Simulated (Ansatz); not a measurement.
# BrClH4OSi: the cost of one run

Program: Ansatz 0.2.0, Gaussian basis. Level of theory: PBE0-D4, def2-SVP first, then def2-TZVP. These are calculated values, not measurements.

153 further runs of the same task are left out: 1 that didn't finish, 152 set aside as unsound or not needed.

## 1. Starting geometry

The guess: 8 atoms, charge 0, spin multiplicity 1.

Atoms are counted from 1 here; the program's logs count them from 0.

Bond lengths: Si1–H3 1.445 Å, Si1–H4 1.444 Å, Si1–Cl5 2.076 Å, Si1–O7 1.776 Å, H6–O7 1.044 Å, O7–H8 0.969 Å. Angles: H3–Si1–H4 132.0°, H3–Si1–Cl5 100.9°, H3–Si1–O7 111.5°, H4–Si1–Cl5 101.6°, H4–Si1–O7 109.3°, Cl5–Si1–O7 92.4°, Si1–O7–H6 104.5°, Si1–O7–H8 126.4°, H6–O7–H8 126.6°.

Geometry (Å):

```tsv
atom	x (Å)	y (Å)	z (Å)
Si1	-0.23560	-0.22610	-0.68480
Br2	2.09740	-1.10590	0.33950
H3	0.60320	0.46700	-1.63550
H4	-0.65630	-1.60430	-0.59240
Cl5	-2.04730	0.74320	-0.98060
H6	0.87760	0.11470	1.26950
O7	-0.05990	0.44450	0.95040
H8	-0.57910	1.16690	1.33400
```

Distances that are to change: Si1–O7 1.78 Å, Br2–H6 1.96 Å, Si1–Br2 2.70 Å, H6–O7 1.04 Å.

## 2. Constrained relaxation of the guess

File hold/in.yaml:

```yaml
crystal:
  periodic: [false, false, false]
  atoms:
    - {symbol: Si, position_ang: [-0.235600, -0.226100, -0.684800]}
    - {symbol: Br, position_ang: [2.097400, -1.105900, 0.339500]}
    - {symbol: H, position_ang: [0.603200, 0.467000, -1.635500]}
    - {symbol: H, position_ang: [-0.656300, -1.604300, -0.592400]}
    - {symbol: Cl, position_ang: [-2.047300, 0.743200, -0.980600]}
    - {symbol: H, position_ang: [0.877600, 0.114700, 1.269500]}
    - {symbol: O, position_ang: [-0.059900, 0.444500, 0.950400]}
    - {symbol: H, position_ang: [-0.579100, 1.166900, 1.334000]}
basis:
  gaussian: {orbitals: def2-SVP}
hamiltonian: {xc: pbe0, dispersion: d4}
relax: {f_tol: 0.04, max_steps: 150, escape_saddle: false, constraints: [{distance: [0, 6]}, {distance: [1, 5]}, {distance: [0, 1]}, {distance: [5, 6]}]}
```

The run is started by

```console
$ ansatz run in.yaml --threads 4 --pin off --events-out ev --progress --plain --max-ram 9574MiB
```

**Question.** How long does this run take on 4 threads of Intel Xeon at 2.70GHz, shared host?

About 13 s.
